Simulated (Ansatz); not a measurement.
**Co3N: equation of state with PBE**

Crystal: Co3N.

```
Co N
1.0
     4.54167    0.00000    0.00000
    -2.27084    3.93320    0.00000
     0.00000    0.00000    4.27554
Co N
6 2
Cartesian
  1.4699 0.0000 0.0000
  1.5359 2.6602 0.0000
  3.0717 0.0000 2.1378
  -0.7350 1.2730 0.0000
  0.7350 1.2730 2.1378
  -1.5359 2.6602 2.1378
  0.0000 2.6221 1.0689
  2.2708 1.3111 3.2067
```

The cell comes from a database or a generator and needn't be the stable form of this composition.

| Quantity | Value |
| --- | --- |
| Program | Ansatz 0.2.0 |
| Task | equation of state |
| Functional | PBE |
| Potentials or basis | Ansatz PAW |
| Cutoff | 420 eV |
| Density cutoff | 1680 eV |
| k mesh | 7 × 7 × 6 |
| Occupations | fermi-dirac, width 0.05 eV |
| Spin | collinear spin, ferromagnetic start |
| Starting moments | [2.0, 2.0, 2.0, 2.0, 2.0, 2.0, 0.0, 0.0] μB |

| Property | Result |
| --- | --- |
| Equilibrium volume | 9.62 Å³/atom |
| Bulk modulus at fixed shape and positions | 238 GPa |
| Pressure derivative of the bulk modulus | 4.4 |

Energy against volume, from the lowest point:
| volume (Å³/atom) | energy (meV/atom) |
| --- | --- |
| 8.974 | 35.84 |
| 9.165 | 16.88 |
| 9.356 | 5.18 |
| 9.547 | 0.00 |
| 9.738 | 0.66 |
| 9.929 | 6.62 |
| 10.120 | 17.29 |

All runs of the series together: 91 s on 4 threads of Intel(R) Xeon(R) Platinum 8375C CPU @ 2.90GHz (Ice Lake), on a shared host.

Caveat: the cell was scaled at fixed shape and fractional positions, which overstates the stiffness of a crystal with free parameters, most of all of layers and chains.
